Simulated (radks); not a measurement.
# Spin polarisation of the 3p shell in Al

Aim: the energy gained and the exchange splitting as electrons of the 3p shell of Al are turned from spin down to spin up.

The numbers are computed with radks (a radial shooting solver on a logarithmic mesh, Libxc functionals) version 1 (non-relativistic Kohn-Sham, BLYP, spin-polarised, spherical densities, point nucleus), except any that are marked as measured or tabulated.

## (1) The system

| Property | Result |
| --- | --- |
| element | aluminium (Z = 13) |
| charge | 0 |
| electrons | 13 |
| configuration | [Ne] 3s2 3p(up 0.5, down 0.5) |

A shell typed twice in an input gives spin up, then spin down.

## (2) No moment

Settings of this run:

```text
Z 13
configuration [Ne] 3s2 3p0.5 3p0.5
relativity non-relativistic
functional b88,lyp
spin polarised
nucleus point
```

## (3) moment 0.25 in 3p

Settings of this run:

```text
Z 13
configuration [Ne] 3s2 3p0.625 3p0.375
relativity non-relativistic
functional b88,lyp
spin polarised
nucleus point
```

## (4) moment 0.5 in 3p

Settings of this run:

```text
Z 13
configuration [Ne] 3s2 3p0.75 3p0.25
relativity non-relativistic
functional b88,lyp
spin polarised
nucleus point
```

## (5) moment 0.75 in 3p

Settings of this run:

```text
Z 13
configuration [Ne] 3s2 3p0.875 3p0.125
relativity non-relativistic
functional b88,lyp
spin polarised
nucleus point
```

## (6) moment 1 in 3p

Settings of this run:

```text
Z 13
configuration [Ne] 3s2 3p1 3p0
relativity non-relativistic
functional b88,lyp
spin polarised
nucleus point
```

**Question.** What will these runs give? Wanted: for each run, moment; E − E(0); ε(3p up); ε(3p down); splitting.

The runs gave:

```csv
moment (μB),E − E(0) (eV),ε(3p up) (eV),ε(3p down) (eV),splitting (eV)
0,0.000,-2.571,-2.571,0.000
0.25,-0.009,-2.635,-2.497,0.138
0.5,-0.035,-2.691,-2.416,0.275
0.75,-0.077,-2.737,-2.326,0.411
1,-0.137,-2.775,-2.227,0.548
```

What this shows: At a moment of 1 μB the energy has fallen by 0.14 eV and the 3p levels split by 0.55 eV, 0.548 eV per μB. The Stoner form E = −I m²/4 would give I = 0.549 eV. The energy falls at every step.
